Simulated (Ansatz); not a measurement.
**C₃H₅BO₄: how energies converge with the basis set**

How large a basis does C₃H₅BO₄ need? Two functionals are run in growing sets.

Method: one geometry, several basis sets; program: Ansatz 0.2.0, Gaussian basis.

Plan: PBE0-D4/def2-SVP; ωB97M-V/def2-SVP; PBE0-D4/def2-QZVPP; ωB97M-V/def2-QZVPP; the functionals' def2-TZVPP values are taken from earlier runs.

### Step 1. The relaxed structure

The geometry comes from an earlier relaxation with PBE0-D4 in a triple-zeta def2 set; it is a stationary point, not always the lowest conformer.

SMILES `O[B-]1(O)OC=CC=[O+]1`, 13 atoms, charge 0, spin multiplicity 1.

Atoms are counted from 1 here; the program's logs count them from 0.

Bond lengths: O1–B2 1.390 Å, O1–H9 0.957 Å, B2–O3 1.390 Å, B2–O4 1.577 Å, B2–O8 1.577 Å, O3–H10 0.957 Å, O4–C5 1.266 Å, C5–C6 1.385 Å, C5–H11 1.092 Å, C6–C7 1.385 Å, C6–H12 1.079 Å, C7–O8 1.266 Å, C7–H13 1.092 Å. Angles: B2–O1–H9 113.8°, O1–B2–O3 113.2°, O1–B2–O4 109.7°, O1–B2–O8 109.7°, O3–B2–O4 109.8°, O3–B2–O8 109.8°, O4–B2–O8 104.3°, B2–O3–H10 113.8°, B2–O4–C5 125.0°, O4–C5–C6 124.2°, O4–C5–H11 115.3°, C6–C5–H11 120.5°, C5–C6–C7 117.2°, C5–C6–H12 121.4°, C7–C6–H12 121.4°, C6–C7–O8 124.2°, C6–C7–H13 120.5°, O8–C7–H13 115.3° and more.

Coordinates:

```
O     0.7657    1.0551    1.9557
B     0.9811    0.4190    0.7383
O     2.3271    0.2934    0.4169
O     0.2292    1.1966   -0.4089
C    -0.7350    0.7358   -1.0878
C    -1.2567   -0.5381   -0.9340
C    -0.6661   -1.3546    0.0163
O     0.3018   -1.0039    0.7533
H    -0.1583    1.1489    2.1846
H     2.4845   -0.1458   -0.4182
H    -1.1492    1.4187   -1.8331
H    -2.0798   -0.8849   -1.5392
H    -1.0241   -2.3750    0.1707
```

### Step 2. PBE0-D4 in def2-SVP

Contents of in.yaml:

```yaml
crystal:
  periodic: [false, false, false]
  atoms:
    - {symbol: O, position_ang: [0.765683, 1.055063, 1.955669]}
    - {symbol: B, position_ang: [0.981127, 0.418993, 0.738330]}
    - {symbol: O, position_ang: [2.327134, 0.293395, 0.416917]}
    - {symbol: O, position_ang: [0.229224, 1.196622, -0.408888]}
    - {symbol: C, position_ang: [-0.735016, 0.735814, -1.087763]}
    - {symbol: C, position_ang: [-1.256670, -0.538083, -0.934011]}
    - {symbol: C, position_ang: [-0.666088, -1.354571, 0.016325]}
    - {symbol: O, position_ang: [0.301843, -1.003866, 0.753273]}
    - {symbol: H, position_ang: [-0.158331, 1.148917, 2.184640]}
    - {symbol: H, position_ang: [2.484460, -0.145793, -0.418160]}
    - {symbol: H, position_ang: [-1.149191, 1.418681, -1.833050]}
    - {symbol: H, position_ang: [-2.079833, -0.884880, -1.539202]}
    - {symbol: H, position_ang: [-1.024143, -2.374993, 0.170723]}
basis:
  gaussian: {orbitals: def2-SVP}
hamiltonian: {xc: pbe0, dispersion: d4}
output: {orbitals: {seedname: orbitals}}
```

Launch:

```bash
> ansatz run in.yaml --threads 4 --pin off --events-out ev --progress --plain --max-ram 11315MiB
```

After this run come: ωB97M-V in def2-SVP; PBE0-D4 in def2-QZVPP; ωB97M-V in def2-QZVPP.

Before running them: what should the planned runs give, taken together? Wanted: PBE0-D4: double and triple zeta above quadruple; ωB97M-V: double and triple zeta above quadruple.

The runs gave:

```
                                       quantity           value
PBE0-D4: double and triple zeta above quadruple  14.54, 0.65 eV
ωB97M-V: double and triple zeta above quadruple  14.85, 0.61 eV
```

What this shows: PBE0-D4 gains 13.89 eV from double to triple zeta, then 0.65 eV more. These are total energies; as a rule much of such shifts cancels in differences, which this series doesn't test.
